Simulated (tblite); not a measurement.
# C2H8F2SSi2: the cost of one run

Programs: tblite 0.8.0 and PySCF 2.14.0, with density-fitted response routines of our own. Each step states its level of theory. These are calculated values for one molecule in the gas phase, unless marked as measured. Atoms count from 0, in the outputs and in this text.

## (1) The starting structure

15 atoms, charge 0, multiplicity 1; geometry from: force field or distance geometry start.

Bonds of the start (Å): F0–C1 1.38, C1–C2 1.51, C2–Si3 1.88, C1–Si4 1.84, Si4–F5 1.67, Si4–S6 2.15, C1–H7 1.12, C2–H8 1.10, C2–H9 1.10, Si3–H10 1.45, Si3–H11 1.46, Si3–H12 1.48, Si4–H13 1.46, S6–H14 1.40.

## (2) Optimising the geometry with GFN2-xTB

Job settings and geometry (Å):

```
{"job": {"kind": "relax", "xc": "GFN2-xTB", "basis": "xTB"}, "charge": 0, "multiplicity": 1}
F     -0.341500    -0.038500     1.745900
C      0.283500    -0.496200     0.608600
C     -0.721400    -1.087900    -0.349600
Si    -1.922500     0.276000    -0.814000
Si     1.204900     0.928200    -0.106300
F      1.740100     1.949100     1.105700
S      2.940000     0.314600    -1.221100
H      0.998900    -1.284300     0.966600
H     -1.275100    -1.876700     0.190100
H     -0.242100    -1.457200    -1.268300
H     -1.615700     0.672600    -2.178000
H     -1.698600     1.431300     0.045000
H     -3.289000    -0.259500    -0.651800
H      0.331100     1.684400    -1.005500
H      3.602900    -0.748000    -0.594900
```

Run with:

```sh
$ OMP_NUM_THREADS=1 python probes_run.py task.json out
```

One launch serves the whole session: the jobs run in the order shown.

Q: Estimate the wall time and peak memory of this first job on 1 thread of Arm Neoverse N1, shared host.

About 2 s, with a peak of 0.18 GiB.
